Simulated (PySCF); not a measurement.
**[Er(CH3)2]+: other functionals and bases at one geometry**

An exercise on one series of results from a longer session: the logs are not shown, and one member is left open.

The runs use PySCF 2.14.0; several levels, as the steps say, no spin–orbit coupling.

1 further run of the same task is left out (for a known fault of the program).

**The starting structure**

9 atoms, charge 1, spin multiplicity 1.

Bond lengths: Er1–C2 2.240 Å, Er1–C6 2.240 Å, C2–H3 1.106 Å, C2–H4 1.107 Å, C2–H5 1.107 Å, C6–H7 1.106 Å, C6–H8 1.107 Å, C6–H9 1.107 Å. Angles: C2–Er1–C6 99.8°, Er1–C2–H3 114.4°, Er1–C2–H4 111.0°, Er1–C2–H5 109.8°, H3–C2–H4 107.3°, H3–C2–H5 107.8°, H4–C2–H5 106.1°, Er1–C6–H7 114.4°, Er1–C6–H8 111.0°, Er1–C6–H9 109.8°, H7–C6–H8 107.3°, H7–C6–H9 107.8°, H8–C6–H9 106.1°.

Coordinates:

```xyz
9
C2H6Er
Er    0.0000    0.0000   -0.2268
C     1.7132    0.0175    1.2157
H     2.6958   -0.2092    0.7610
H     1.8006    1.0015    1.7162
H     1.5345   -0.7212    2.0204
C    -1.7132   -0.0175    1.2157
H    -2.6958    0.2092    0.7610
H    -1.8006   -1.0015    1.7162
H    -1.5345    0.7212    2.0204
```

Formal oxidation states: Er +3. Each metal's 11 4f electrons lie in its core potential, so multiplicities, spins and levels count the valence alone. An earlier session relaxed this geometry at PBE0, Er lcecp-1-SVP with ECP57, C def2-SVP, H def2-SVP (singlet, point group C2).

At PBE0 on the finer grid: E = -117.622653 Eh, HOMO -11.77 eV, LUMO -7.19 eV, Mulliken charge on Er1 +1.23 e, largest force component 0.007 eV/Å. 

Levels to run: TPSSh; B3LYP; PBE0, TZVP. Hardware: 2 threads of Arm Neoverse V1, shared host.

Set-up of the first run:

The input, run.py (the lines that set the calculation):

```python
mol = gto.M(atom='''
Er     0.00000     0.00000    -0.22680
C      1.71324     0.01748     1.21573
H      2.69584    -0.20917     0.76104
H      1.80058     1.00155     1.71619
H      1.53451    -0.72118     2.02039
C     -1.71324    -0.01748     1.21573
H     -2.69584     0.20917     0.76104
H     -1.80058    -1.00155     1.71619
H     -1.53451     0.72118     2.02039''',
    basis={'Er': 'lcecp-1-SVP', 'C': 'def2-SVP', 'H': 'def2-SVP'},
    ecp={'Er': 'lcecp-1-SVP'},
    charge=1, spin=0)
mf = dft.RKS(mol, xc='TPSSH')
mf.grids.atom_grid = (75, 302)  # f atoms: unpruned, at least (60, 302)
mf = mf.density_fit()  # fitting sets: Er AutoAux, C def2-universal-JKFIT, H def2-universal-JKFIT
mf.conv_tol = 1e-08; mf.max_cycle = 55
mf.kernel(dm0)  # dm0: the density of the relaxed state
```

Command:

```sh
$ OMP_NUM_THREADS=2 python run.py
```

Among the steps run: TPSSh; B3LYP; PBE0, TZVP.

One table of the session follows, with a row left open; its other results are not shown here.

| level | HOMO (eV) | gap (eV) | charge on Er1 (e) | dipole (D) | largest force component (eV/Å) |
| --- | --- | --- | --- | --- | --- |
| PBE0 (relaxed here) | -11.77 | 4.58 | 1.23 | 3.48 | 0.01 |
| TPSSh | ? | ? | ? | ? | ? |
| B3LYP | -11.55 | 3.97 | 1.17 | 3.30 | 0.33 |
| PBE0, TZVP | -11.72 | 4.55 | 1.52 | 3.60 | 0.26 |

**Question.** Estimate the row for TPSSh.

The run gave: HOMO (eV): -11.08; gap (eV): 3.62; charge on Er1 (e): 1.24; dipole (D): 3.45; largest force component (eV/Å): 0.29. In the column «HOMO (eV)» it is the highest.

The dipole of a charged species depends on the origin, so these sizes hold for this origin alone.

In one basis the HOMO–LUMO gap runs from 3.62 eV (TPSSh) to 4.58 eV (PBE0). The largest leftover force, 0.33 eV/Å with B3LYP, stands at a geometry relaxed at another level. With 4f in the core, its levels are missing from HOMO and gap, and its count is fixed, so no charge can pass from the ligands into it. Total energies of different levels can't be compared.
